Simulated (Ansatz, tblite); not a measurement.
# BCl2(vinyl) (C2H3BCl2): removing an electron

What does removing an electron cost or gain for BCl2(vinyl) (C2H3BCl2)? Each charged state is run at several levels.

Method: as each input shows; program: Ansatz 0.2.0, Gaussian basis.

The runs, in order: charge +1 doublet, at the geometry of the singlet (PBE0-D4/def2-TZVP, PBE-D4/def2-TZVP, r2SCAN-D4/def2-TZVP); the starting singlet's energies come from earlier runs.

### 1 The geometry

The geometry is that of the singlet, from an earlier relaxation (PBE-D4/def2-SVP).

8 atoms, charge 0, spin multiplicity 1.

Atoms are counted from 1 here; the program's logs count them from 0.

Bond lengths: B1–Cl2 1.765 Å, B1–Cl3 1.768 Å, B1–C4 1.549 Å, C4–C5 1.353 Å, C4–H6 1.105 Å, C5–H7 1.104 Å, C5–H8 1.103 Å. Angles: Cl2–B1–Cl3 118.0°, Cl2–B1–C4 120.1°, Cl3–B1–C4 121.9°, B1–C4–C5 123.6°, B1–C4–H6 117.9°, C5–C4–H6 118.5°, C4–C5–H7 120.9°, C4–C5–H8 122.3°, H7–C5–H8 116.8°.

### 2 Charge +1 doublet at the fixed geometry, first pass, PBE0-D4/def2-SVP

The input, in.yaml:

```yaml
crystal:
  periodic: [false, false, false]
  atoms:
    - {symbol: B, position_ang: [0.700340, 0.951144, -0.369253]}
    - {symbol: Cl, position_ang: [2.005304, 1.306044, -1.503087]}
    - {symbol: Cl, position_ang: [0.088444, 2.272304, 0.632968]}
    - {symbol: C, position_ang: [0.123836, -0.482936, -0.272876]}
    - {symbol: C, position_ang: [-0.872951, -0.833895, 0.572323]}
    - {symbol: H, position_ang: [0.553112, -1.258613, -0.931933]}
    - {symbol: H, position_ang: [-1.330408, -0.091421, 1.248598]}
    - {symbol: H, position_ang: [-1.267668, -1.862617, 0.623249]}
basis:
  gaussian: {orbitals: def2-SVP}
total_charge: 1
magnetization: {spin_polarized: true, initial_magnetization: 1}
hamiltonian: {xc: pbe0, dispersion: d4}
output: {orbitals: {seedname: orbitals}}
```

Command:

```console
> ansatz run in.yaml --threads 2 --pin off --events-out ev --progress --plain --max-ram 4352MiB
```

Standard output:

```text
Functional definition: PBE0
  name "PBE0"
  cite "Adamo & Barone, J. Chem. Phys. 110, 6158 (1999) doi:10.1063/1.478522"
  cite "Perdew, Burke & Ernzerhof, Phys. Rev. Lett. 77, 3865 (1996) doi:10.1103/PhysRevLett.77.3865"
  parent pbe
  parameter a = 0.25
  parameter kappa = 0.804
  parameter beta = 0.06672455060314922
  exchange = (1 - a)*pbe_x(kappa = kappa, mu = beta*pi^2/3) + a*exact_x
  correlation = pbe_c(beta = beta)
914 factors; integrals over basis functions are off by at most 1.2e-3 eV
mean field evaluation 1: about -27805.7386 eV, gradient 3.7e1 eV
mean field evaluation 2: about -27791.9857 eV, gradient 5.9e1 eV
mean field evaluation 4: about -27811.8831 eV, gradient 1.7e1 eV
mean field evaluation 8: about -27814.0002 eV, gradient 4.2e-1 eV
mean field evaluation 16: about -27814.2127 eV, gradient 1.6e-2 eV
mean field evaluation 32: about -27814.2139 eV, gradient 2.4e-5 eV
mean field evaluation 64: about -27814.1007 eV, gradient 7.7e-1 eV
mean field -27814.21393002 eV, -1022.1535087769 hartree, gradient 8.8e-6 eV, S^2 0.755879; 8 other end points of the search recorded, 0 dependent functions left out
reference -27814.21395133 eV, -1022.1535095600 hartree; 27, 26 occupied and 66, 67 virtual orbitals, 914 factors
Total energy: -27814.36888163 eV, -1022.1592031436 hartree
```

Wall time 7.5 s (2 threads of Intel Xeon 6975P-C, shared host).

Report: HOMO -14.00 eV, LUMO -12.69 eV (over both spins); ⟨S²⟩ 0.756 (pure: 0.75).

### 3 Charge +1 doublet at the fixed geometry, PBE0-D4/def2-TZVP

start.molden holds the orbitals of an earlier run on this state, given as this run's starting guess.

in.yaml: that of step 2 with these lines changed.

```diff
@@ -12,3 +12,3 @@
 basis:
-  gaussian: {orbitals: def2-SVP}
+  gaussian: {orbitals: def2-TZVP, initial_orbitals: start.molden}
 total_charge: 1
@@ -16,2 +16,3 @@
 hamiltonian: {xc: pbe0, dispersion: d4}
+scf: {omitted_lower_state_checks: [starts]}
 output: {orbitals: {seedname: orbitals}}
```

Launched as before.

Standard output, shortened:

```text
Functional definition: PBE0
  name "PBE0"
  cite "Adamo & Barone, J. Chem. Phys. 110, 6158 (1999) doi:10.1063/1.478522"
  cite "Perdew, Burke & Ernzerhof, Phys. Rev. Lett. 77, 3865 (1996) doi:10.1103/PhysRevLett.77.3865"
  parent pbe
[...]
1197 factors; their error is unknown
[...]
mean field -27825.69473092 eV, -1022.5754204281 hartree, gradient 5.2e-6 eV, S^2 0.755145; 0 other end points of the search recorded, 0 dependent functions left out
reference -27825.69475998 eV, -1022.5754214958 hartree; 27, 26 occupied and 158, 159 virtual orbitals, 1197 factors
Total energy: -27825.84969028 eV, -1022.5811150795 hartree
Checks for a lower state left out: starts
```

Run time: 12 s. Hardware: 2 threads of Intel Xeon 6975P-C, shared host; peak memory 0.8 GiB.

Report: HOMO -13.95 eV, LUMO -12.59 eV (over both spins); ⟨S²⟩ 0.755 (pure: 0.75).

### 4 Charge +1 doublet at the fixed geometry, PBE-D4/def2-TZVP

in.yaml: that of step 3 with these lines changed.

```diff
@@ -15,3 +15,3 @@
 magnetization: {spin_polarized: true, initial_magnetization: 1}
-hamiltonian: {xc: pbe0, dispersion: d4}
+hamiltonian: {xc: pbe, dispersion: d4}
 scf: {omitted_lower_state_checks: [starts]}
```

Same command.

Standard output:

```text
Functional definition: PBE
  name "PBE"
  cite "Perdew, Burke & Ernzerhof, Phys. Rev. Lett. 77, 3865 (1996) doi:10.1103/PhysRevLett.77.3865"
  parent pbe
  parameter kappa = 0.804
  parameter beta = 0.06672455060314922
  exchange = pbe_x(kappa = kappa, mu = beta*pi^2/3)
  correlation = pbe_c(beta = beta)
these checks for a lower state are left out or cut short: starts
1173 factors; their error is unknown
mean field evaluation 1: about -27823.3140 eV, gradient 9.1e0 eV
mean field evaluation 2: about -27823.4767 eV, gradient 3.9e-1 eV
mean field evaluation 4: about -27823.5982 eV, gradient 2.1e-1 eV
mean field evaluation 8: about -27823.5760 eV, gradient 5.9e-3 eV
mean field -27823.57595442 eV, -1022.4975568276 hartree, gradient 1.5e-5 eV, S^2 0.753081; 0 other end points of the search recorded, 0 dependent functions left out
reference -27823.57599244 eV, -1022.4975582251 hartree; 27, 26 occupied and 158, 159 virtual orbitals, 1173 factors
Total energy: -27823.75887174 eV, -1022.5042789152 hartree
Checks for a lower state left out: starts
```

Run time: 3.5 s. Hardware: 2 threads of Intel Xeon 6975P-C, shared host.

From the report: HOMO -13.17 eV, LUMO -13.15 eV (over both spins); ⟨S²⟩ 0.753 (pure: 0.75).

### 5 Charge +1 doublet at the fixed geometry, r2SCAN-D4/def2-TZVP

in.yaml: that of step 4 with these lines changed.

```diff
@@ -15,3 +15,3 @@
 magnetization: {spin_polarized: true, initial_magnetization: 1}
-hamiltonian: {xc: pbe, dispersion: d4}
+hamiltonian: {xc: r2scan, dispersion: d4}
 scf: {omitted_lower_state_checks: [starts]}
```

The command is unchanged.

Standard output, shortened:

```text
Functional definition: r2SCAN
  name "r2SCAN"
  cite "Furness, Kaplan, Ning, Perdew & Sun, J. Phys. Chem. Lett. 11, 8208 (2020) doi:10.1021/acs.jpclett.0c02405"
  cite "Furness, Kaplan, Ning, Perdew & Sun, J. Phys. Chem. Lett. 11, 9248 (2020) doi:10.1021/acs.jpclett.0c03077"
  parent r2scan
[...]
1173 factors; their error is unknown
[...]
mean field -27834.27168128 eV, -1022.8906175401 hartree, gradient 1.4e-5 eV, S^2 0.757208; 0 other end points of the search recorded, 0 dependent functions left out
reference -27834.27169324 eV, -1022.8906179795 hartree; 27, 26 occupied and 158, 159 virtual orbitals, 1173 factors
Total energy: -27834.31531585 eV, -1022.8922210809 hartree
Checks for a lower state left out: starts
```

Wall time 7.5 s (2 threads of Intel Xeon 6975P-C, shared host).

Report: HOMO -13.21 eV, LUMO -13.13 eV (over both spins); ⟨S²⟩ 0.757 (pure: 0.75).

### 6 Vertical ionisation energy

Charged state less starting state, singlet to doublet; the starting state's energies are those of its earlier runs.

| level | vertical ionisation energy (eV) | time |
| --- | --- | --- |
| PBE-D4/def2-TZVP | +10.31 | 5.5 s |
| r2SCAN-D4/def2-TZVP | +10.42 | 10 s |
| PBE0-D4/def2-TZVP | +10.57 | 14 s |

Times add the two runs; a level without a time comes out of a correlated run.

Beside −ε(HOMO) of the starting state:

| level | −ε(HOMO) (eV) | by difference (eV) | mismatch (eV) |
| --- | --- | --- | --- |
| PBE-D4/def2-TZVP | 7.36 | 10.31 | -2.94 |
| r2SCAN-D4/def2-TZVP | 7.61 | 10.42 | -2.82 |
| PBE0-D4/def2-TZVP | 8.48 | 10.57 | -2.09 |

### 7 Summary of results

| quantity | value |
| --- | --- |
| vertical ionisation energy, functionals in def2-TZVP | 10.31 (PBE-D4) to 10.57 eV (PBE0-D4) |

What this shows: The vertical ionisation energy spans 10.31 to 10.57 eV over the functionals. −ε(HOMO) misses the level's own difference by -2.09 eV at best (PBE0-D4) and -2.94 eV at worst (PBE-D4).
